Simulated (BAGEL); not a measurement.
**GaSiH4Cl (SMILES [SiH3][GaH][Cl]): HF/3-21G (density fitting with qzvpp-jkfit)**

Aim: the energy change on altering one bond length of GaSiH4Cl at HF/3-21G (density fitting with qzvpp-jkfit), from 2 runs. 

The results are computed with BAGEL 1.2.2.

## (1) The system as given

GaSiH4Cl has 7 atoms, charge 0, and is taken as a singlet. SMILES: `[SiH3][GaH][Cl]`. Geometry: a GFN2-xTB relaxation, a rough one for these elements and not checked as a minimum.

Bond lengths: Si1–Ga2 2.413 Å, Ga2–Cl3 2.101 Å, Si1–H4 1.474 Å, Si1–H5 1.476 Å, Si1–H6 1.472 Å, Ga2–H7 1.630 Å. Angles: Si1–Ga2–Cl3 125.2°, Si1–Ga2–H7 125.9°, Cl3–Ga2–H7 108.9°, Ga2–Si1–H4 111.6°, Ga2–Si1–H5 108.6°, Ga2–Si1–H6 112.5°, H4–Si1–H5 107.8°, H4–Si1–H6 107.9°, H5–Si1–H6 108.1°.

## (2) A single-point energy at HF/3-21G (density fitting with qzvpp-jkfit)

Contents of calc.json:

```json
{ "bagel": [

{
  "title": "molecule",
  "basis": "3-21g",
  "df_basis": "qzvpp-jkfit",
  "angstrom": "true",
  "geometry": [
    { "atom": "Si", "xyz": [      -0.922200,       0.560190,      -0.301100 ] },
    { "atom": "Ga", "xyz": [       1.012340,      -0.652810,       0.480210 ] },
    { "atom": "Cl", "xyz": [       2.627560,      -1.257590,      -0.718720 ] },
    { "atom": "H", "xyz": [      -2.035550,      -0.347720,      -0.633090 ] },
    { "atom": "H", "xyz": [      -0.555320,       1.293210,      -1.528140 ] },
    { "atom": "H", "xyz": [      -1.411840,       1.535900,       0.686270 ] },
    { "atom": "H", "xyz": [       1.285010,      -1.131180,       2.014550 ] }
  ]
},

{
  "title": "hf",
  "charge": 0
},

{
  "title": "print",
  "file": "orbitals.molden",
  "orbitals": "true"
}

]}
```

Run with:

```console
$ BAGEL_NUM_THREADS=1 BAGEL calc.json > calc.out
```

The log of the run:

```text
* using 1 threads per process

  ===============================================================
  ===============================================================

  *** Geometry ***

  { "atom" : "Si", "xyz" : [     -1.742705,      1.058606,     -0.568997 ] },
  { "atom" : "Ga", "xyz" : [      1.913045,     -1.233632,      0.907465 ] },
  { "atom" : "Cl", "xyz" : [      4.965369,     -2.376501,     -1.358184 ] },
  { "atom" : "H", "xyz" : [     -3.846632,     -0.657096,     -1.196367 ] },
  { "atom" : "H", "xyz" : [     -1.049403,      2.443813,     -2.887766 ] },
  { "atom" : "H", "xyz" : [     -2.667991,      2.902430,      1.296862 ] },
  { "atom" : "H", "xyz" : [      2.428317,     -2.137620,      3.806948 ] },

  Number of auxiliary basis functions:      594

  Since a DF basis is specified, we compute 2- and 3-index integrals:
    o Being stored without compression. Storage requirement is 0.015 GB

  Number of basis functions:       56
  Number of electrons      :       66

    * METHOD: MOLECULE                             0.30

  *** RHF ***

  === Nuclear Repulsion ===
   311.4918816581

      * DIIS with orbital gradients will be used.

  === RHF iteration (3-21g) ===
      0      -2660.83433097          0.00823560           0.07
      1      -2660.88253376          0.00285766           0.07
      2      -2660.88795958          0.00075146           0.07
      3      -2660.88848265          0.00007532           0.07
      4      -2660.88848991          0.00001863           0.07
      5      -2660.88849035          0.00000504           0.07
      6      -2660.88849038          0.00000130           0.07
      7      -2660.88849038          0.00000024           0.07
      8      -2660.88849038          0.00000006           0.07
      9      -2660.88849038          0.00000002           0.07
     10      -2660.88849038          0.00000000           0.07
    * SCF iteration converged.

    * Permanent dipole moment:
           (    0.908050,    -0.365889,    -0.460802) a.u.

    * METHOD: HF                                   0.95

    * METHOD: PRINT                                0.01

  ===============================================================
```

It took 1.4 s on 1 thread of Arm Neoverse V1, shared host; peak memory 0.11 GiB.

## (3) The distorted shape, same level

Contents of calc.json:

```json
{ "bagel": [

{
  "title": "molecule",
  "basis": "3-21g",
  "df_basis": "qzvpp-jkfit",
  "angstrom": "true",
  "geometry": [
    { "atom": "Si", "xyz": [      -0.031557,       1.286488,      -0.035519 ] },
    { "atom": "Ga", "xyz": [       1.902983,       0.073488,       0.745791 ] },
    { "atom": "Cl", "xyz": [       3.518203,      -0.531292,      -0.453139 ] },
    { "atom": "H", "xyz": [      -2.035550,      -0.347720,      -0.633090 ] },
    { "atom": "H", "xyz": [       0.335323,       2.019508,      -1.262559 ] },
    { "atom": "H", "xyz": [      -0.521197,       2.262198,       0.951851 ] },
    { "atom": "H", "xyz": [       2.175653,      -0.404882,       2.280131 ] }
  ]
},

{
  "title": "hf"
},

{
  "title": "print",
  "file": "orbitals.molden",
  "orbitals": "true"
}

]}
```

Run with:

```console
$ BAGEL_NUM_THREADS=1 BAGEL calc.json > calc.out
```

The log of the run:

```text
* using 1 threads per process

  ===============================================================
  ===============================================================

  *** Geometry ***

  { "atom" : "Si", "xyz" : [     -0.059634,      2.431110,     -0.067121 ] },
  { "atom" : "Ga", "xyz" : [      3.596117,      0.138872,      1.409341 ] },
  { "atom" : "Cl", "xyz" : [      6.648440,     -1.003996,     -0.856309 ] },
  { "atom" : "H", "xyz" : [     -3.846632,     -0.657096,     -1.196367 ] },
  { "atom" : "H", "xyz" : [      0.633669,      3.816317,     -2.385891 ] },
  { "atom" : "H", "xyz" : [     -0.984920,      4.274935,      1.798738 ] },
  { "atom" : "H", "xyz" : [      4.111388,     -0.765116,      4.308823 ] },

  Number of auxiliary basis functions:      594

  Since a DF basis is specified, we compute 2- and 3-index integrals:
    o Being stored without compression. Storage requirement is 0.015 GB

  Number of basis functions:       56
  Number of electrons      :       66

    * METHOD: MOLECULE                             0.30

  *** RHF ***

  === Nuclear Repulsion ===
   307.7089389541

      * DIIS with orbital gradients will be used.

  === RHF iteration (3-21g) ===
      0      -2660.69790215          0.00896602           0.08
      1      -2660.75250603          0.00353998           0.07
      2      -2660.76038700          0.00083468           0.07
      3      -2660.76107395          0.00010658           0.07
      4      -2660.76108814          0.00002833           0.07
      5      -2660.76108913          0.00000857           0.07
      6      -2660.76108922          0.00000266           0.07
      7      -2660.76108922          0.00000061           0.07
      8      -2660.76108922          0.00000020           0.07
      9      -2660.76108922          0.00000007           0.07
     10      -2660.76108922          0.00000002           0.07
     11      -2660.76108922          0.00000001           0.07
    * SCF iteration converged.

    * Permanent dipole moment:
           (    0.421604,    -0.636518,    -0.598474) a.u.

    * METHOD: HF                                   1.06

    * METHOD: PRINT                                0.01

  ===============================================================
```

Wall time 1.5 s (1 thread of Arm Neoverse V1, shared host); peak memory 0.11 GiB.

## (4) Results

At HF/3-21G (density fitting with qzvpp-jkfit):

| quantity | value |
| --- | --- |
| first shape: total energy | -2660.88849 Eh |
| first shape: dipole moment | 2.75 D |
| first shape: HOMO energy | -10.51 eV |
| first shape: LUMO energy | 0.57 eV |
| first shape: HOMO–LUMO gap | 11.09 eV |
| distorted shape: total energy | -2660.76109 Eh |
| distorted shape: dipole moment | 2.47 D |
| distorted shape: HOMO energy | -9.34 eV |
| distorted shape: LUMO energy | -0.55 eV |
| distorted shape: HOMO–LUMO gap | 8.78 eV |
| energy change with the Si1–H4 bond stretched from 1.474 to 2.654 Å | 3.467 eV |

In words: With the Si1–H4 bond stretched from 1.474 to 2.654 Å the energy rises by 3.47 eV (80 kcal/mol). The first shape isn't relaxed at this level, so the change isn't measured from a minimum. A restricted reference can't describe the breaking bond well at this length.
